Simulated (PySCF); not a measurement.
**A diatomic session: NaI+**

One table from this session's results is given with a row withheld; the runs are named, their logs left out.

Program: PySCF 2.14.0. Level of theory: Na def2-SVP, I def2-SVP with ECP28, scalar-relativistic core potentials. These are calculated values, not measurements.

The first run:

Settings of the job:

```yaml
atoms: Na, I
charge: 1
basis: Na def2-SVP, I def2-SVP with ECP28
Hamiltonian: scalar-relativistic core potentials
basis_functions: 41
electrons_treated: 35
masses_in_u: 22.9898, 126.9045
levels: PBE0, PBE, r²SCAN, LDA, M06-2X, M06, HF, MP2, SCS-MP2, CCSD, CCSD(T)
grid: 80 radial by 434 angular points
occupations: held fixed by the projection of orbital angular momentum
dissociation_limit: Na+ + I, each in its ground configuration
starting_distance_in_angstrom: 2.985
values_of_2S_to_try: 1, 3
```

Launch:

```
$ OMP_NUM_THREADS=1 python dia.py task.json out
```

Among the steps run: Set-up; First curve: PBE0; Excited determinants; PBE (GGA); r²SCAN; LDA (local density); M06-2X (hybrid meta-GGA); M06; UHF (mean field); MP2 and coupled cluster.

One table of the session follows, with a row left open; its other results are not shown here.

It belongs to the step «The curves together». Energy (eV) from each level's lowest point:

| R (Å) | UHF | UHF-MP2 | UHF-SCS-MP2 | UHF-CCSD | UHF-CCSD(T) |
| --- | --- | --- | --- | --- | --- |
| 2.728 | 0.250 | 0.239 | 0.241 | n/a | n/a |
| 2.855 | 0.120 | 0.111 | 0.113 | 0.111 | 0.110 |
| 2.982 | 0.047 | 0.040 | 0.041 | 0.039 | 0.039 |
| 3.077 | ? | ? | ? | ? | ? |
| 3.172 | 0.003 | 0.000 | 0.001 | 0.000 | 0.000 |
| 3.267 | 0.000 | 0.000 | 0.000 | 0.000 | 0.000 |
| 3.394 | 0.008 | 0.012 | 0.012 | 0.012 | 0.013 |
| 3.553 | 0.030 | 0.039 | 0.039 | 0.040 | 0.041 |
| 3.743 | 0.065 | 0.080 | 0.079 | 0.082 | 0.084 |
| 3.997 | 0.113 | 0.136 | 0.135 | n/a | n/a |

**Question.** Estimate the row for R (Å) = 3.077.

Worked estimate for «UHF». A straight line through the neighbours (2.982, 0.047) and (3.172, 0.003) gives 0.047 + (0.003 − 0.047) × (3.077 − 2.982) / (3.172 − 2.982) = 0.025; a parabola fitted to 4 rows on both sides gives 0.016.

As computed: UHF: 0.017; UHF-MP2: 0.012; UHF-SCS-MP2: 0.013; UHF-CCSD: 0.012; UHF-CCSD(T): 0.012. In «UHF» the line misses by +0.008 and the parabola by -0.001.

Limits of these values: At some levels the lowest empty orbital lies below the highest filled one (the two can be of opposite spin).
